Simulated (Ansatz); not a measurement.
# Sr started on a Ti site in perovskite SrTiO3, 40 atoms, charge 0

Wanted: geometry, formation energy and gap levels of the defect, compared across PBEsol.

Method: density functional theory in Ansatz 0.2.0, PAW datasets, plane waves.

## (1) The starting cell

40 atoms (9 Sr, 7 Ti, 24 O); a = 7.783 Å, b = 7.783 Å, c = 7.783 Å, α = 90.00°, β = 90.00°, γ = 90.00°. All atoms were shaken off their sites by about 0.02 Å along each axis; atoms next to an added one may be pushed further to make room. Defect site 1: (0.250, 0.250, 0.250). Starting moments add up to 2 μB.

Steps to follow: (2) PBEsol relaxation at the single k point (¼, ¼, ¼), on 1 × NVIDIA GB200 with 8 threads of Arm Neoverse-V2.

## (2) Relaxation of the positions (PBEsol)

in.yaml

```yaml
crystal:
  lattice:
    - [7.782821, 0.000000, 0.000000]
    - [0.000000, 7.782821, 0.000000]
    - [0.000000, 0.000000, 7.782821]
  atoms:
    - { symbol: Sr, position: [0.002769, 0.998990, 0.999531] }
    - { symbol: Sr, position: [0.002354, 0.000917, 0.501048] }
    - { symbol: Sr, position: [0.001709, 0.499262, 0.000684] }
    - { symbol: Sr, position: [0.998732, 0.501520, 0.498913] }
    - { symbol: Sr, position: [0.496832, 0.002940, 0.996201] }
    - { symbol: Sr, position: [0.498411, 0.003189, 0.504093] }
    - { symbol: Sr, position: [0.497194, 0.498762, 0.998315] }
    - { symbol: Sr, position: [0.499070, 0.496963, 0.501795] }
    - { symbol: Sr, position: [0.253044, 0.249171, 0.252029], spin: 0.286 }
    - { symbol: Ti, position: [0.246349, 0.254258, 0.752656] }
    - { symbol: Ti, position: [0.249119, 0.749797, 0.251605] }
    - { symbol: Ti, position: [0.248410, 0.749928, 0.747530] }
    - { symbol: Ti, position: [0.756025, 0.252928, 0.251789] }
    - { symbol: Ti, position: [0.749794, 0.251936, 0.752025] }
    - { symbol: Ti, position: [0.746651, 0.748911, 0.246814] }
    - { symbol: Ti, position: [0.748106, 0.748121, 0.749785] }
    - { symbol: O, position: [0.248256, 0.250153, 0.997257], spin: 0.286 }
    - { symbol: O, position: [0.252876, 0.248702, 0.500555], spin: 0.286 }
    - { symbol: O, position: [0.248930, 0.746660, 0.002803] }
    - { symbol: O, position: [0.249191, 0.752377, 0.504050] }
    - { symbol: O, position: [0.751143, 0.245931, 0.002475] }
    - { symbol: O, position: [0.750087, 0.246033, 0.503045] }
    - { symbol: O, position: [0.754868, 0.749700, 0.000427] }
    - { symbol: O, position: [0.750163, 0.748880, 0.499448] }
    - { symbol: O, position: [0.003007, 0.251946, 0.252699], spin: 0.286 }
    - { symbol: O, position: [0.002340, 0.253901, 0.750846] }
    - { symbol: O, position: [0.997938, 0.755410, 0.248870] }
    - { symbol: O, position: [0.998347, 0.747531, 0.751856] }
    - { symbol: O, position: [0.500481, 0.250379, 0.251515], spin: 0.286 }
    - { symbol: O, position: [0.500145, 0.250225, 0.745986] }
    - { symbol: O, position: [0.501856, 0.750824, 0.248500] }
    - { symbol: O, position: [0.505109, 0.746570, 0.747423] }
    - { symbol: O, position: [0.252044, 0.999057, 0.248904], spin: 0.286 }
    - { symbol: O, position: [0.250232, 0.004978, 0.747205] }
    - { symbol: O, position: [0.254754, 0.498796, 0.251494], spin: 0.286 }
    - { symbol: O, position: [0.249457, 0.500901, 0.749934] }
    - { symbol: O, position: [0.751605, 0.001939, 0.250896] }
    - { symbol: O, position: [0.748930, 0.998102, 0.751555] }
    - { symbol: O, position: [0.746507, 0.503815, 0.246249] }
    - { symbol: O, position: [0.751467, 0.496336, 0.749443] }
  symmetry: { detect: false }
kpoints:
  mp_grid: { grid: [1, 1, 1], shift: [0.25, 0.25, 0.25] }
hamiltonian:
  xc: pbesol
magnetization:
  spin_polarized: true
scf:
  occupations: { method: fermi_dirac, width: 0.01 }
relax:
  f_tol: 0.03
  max_steps: 80
  escape_saddle: false
  adjacent_minimum: "off"
output:
  forces: true
  eigenvalues: true
  populations: true
```

Launch:

```sh
$ ansatz run in.yaml --threads 8 --pin off --max-ram 118750MiB --runs-dir r --events-out ev --progress --plain --backend cuda --devices 0, --max-vram 170GiB
```

Q: Predict the outcome of this session. Wanted: for each run, formation energy; host gap; top filled to lowest empty; moment.

**Answer**, as computed:

| level | time | formation energy (eV) | host gap (eV) | top filled to lowest empty (eV) | moment (μB) |
| --- | --- | --- | --- | --- | --- |
| PBEsol, relaxation | 12 s (GPU) | 8.95 | 1.46 | 0.13 | 2.00 |

```
            quantity                              value
          relaxation  15 recorded steps, 5.32 eV gained
       largest shift                       0.81 Å (O18)
largest local moment                      +0.41 μB on O
```

**What this shows.** The relaxation lowers the energy by 5.32 eV; the largest shift is 0.81 Å (O18). The host's edges were read at Γ, so band-like levels at this k point need not coincide with them. Finite-cell errors of some tenths of an eV remain in such numbers.
